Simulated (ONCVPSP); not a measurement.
**An ONCV potential for beryllium, from input to tests**

Aim: build the potential from the settings below, then test how well it stands in for the atom: other configurations, scattering, ghost states and the plane-wave cutoff that it needs.

The numbers are computed with ONCVPSP 4.0.1 (PBE, scalar-relativistic, spin-unpolarised reference atom).

### Step 1. The design

The settings as typed:

- element: beryllium (Be, Z = 4)
- type: optimised norm-conserving Vanderbilt (ONCV)
- frozen core: none
- valence charge: 4
- reference configuration: 1s2 2s1 (charge +1)
- partial waves: 1s+2s: rc 0.75 bohr, ncon 3, nbas 6, qcut 16 1/bohr, 3 projectors, debl 3.5 Ha; p scattering state at 0.23 Ha: rc 0.70 bohr, ncon 4, nbas 7, qcut 13.9 1/bohr, 1 projector; d scattering state at 0.16 Ha: rc 0.60 bohr, ncon 4, nbas 7, qcut 16.3 1/bohr, 3 projectors, debl 2.4 Ha
- local potential: polynomial inside 0.55 bohr (lpopt 5, dvloc0 3 Ha)
- core correction: not asked for

The outer shells as boxes (Hund's rule for the drawing; the calculation is spin-unpolarised):

```
1s [↑↓]
2s [↑ ]
```

An earlier all-electron run gives the scale for the radii.

All-electron outer shells of the reference configuration (PBE, scalar-relativistic, ld1.x):

```tsv
shell	level (eV)	outermost node (bohr)	outermost maximum (bohr)
1s	-117.79	–	0.27
2s	-13.70	0.59	1.89
2p	-9.78	–	1.89
```

### Step 2. Generation

File Be.dat:

```
# ATOM AND REFERENCE CONFIGURATION
# atsym  z   nc   nv     iexc    psfile
  Be 4.00    0    2        4      upf
#
#   n    l    f
    1    0    2.00
    2    0    1.00
#
# PSEUDOPOTENTIAL AND OPTIMIZATION
# lmax
    2
#
#   l,   rc,      ep,       ncon, nbas, qcut
    0    0.75    0.00    3    6   16.00
    1    0.70    0.23    4    7   13.90
    2    0.60    0.16    4    7   16.30
#
# LOCAL POTENTIAL
# lloc, lpopt,  rc(5),   dvloc0
    4    5    0.55    3.00
#
# VANDERBILT-KLEINMAN-BYLANDER PROJECTORs
# l, nproj, debl
    0    3    3.50
    1    1    3.00
    2    3    2.40
#
# MODEL CORE CHARGE
# icmod, fcfact, rcfact
    0    0.00    0.00
#
# LOG DERIVATIVE ANALYSIS
# epsh1, epsh2, depsh
   -6.00    5.00    0.04
#
# OUTPUT GRID
# rlmax, drl
    6.00    0.01
#
# TEST CONFIGURATIONS
# ncnf
    4
# nvcnf
#   n    l    f
    2
    1    0    2.00
    2    0    2.00
#
    2
    1    0    2.00
    2    0    0.00
#
    2
    1    0    2.00
    2    0    1.50
#
    3
    1    0    2.00
    2    0    1.00
    2    1    1.00
#
```

Run with:

```console
$ oncvpsp.x < Be.dat > Be.out
```

Before running it: what results should come out? Wanted: cutoffs for 1 and 0.1 mHa per electron, occupied waves; bound ghosts; GHOST(+) flags; largest test error; largest phase difference near zero energy, channels read.

The runs gave:

| quantity | value |
| --- | --- |
| cutoffs for 1 and 0.1 mHa per electron, occupied waves | 92 Ha and 107 Ha |
| bound ghosts | none found |
| GHOST(+) flags | d at 237 eV |
| largest test error (AE − PS) | +1.5 meV, for 1s2 2s0 |
| largest phase difference near zero energy, channels read | 0.002 rad |

The worst unpolarised test, 1s2 2s0, is off by 1.5 meV on 17.9 eV; by total energies transferability rates as very good. The potential is very hard: the looser tolerance needs 92 Ha. At the looser tolerance the 1s wave is the slowest; 2s needs 74 Ha. No bound ghost shows below the valence levels. Near zero energy the phases of the channels with partial waves agree within 0.002 rad. The program also flags highly localised states, GHOST(+) (d).
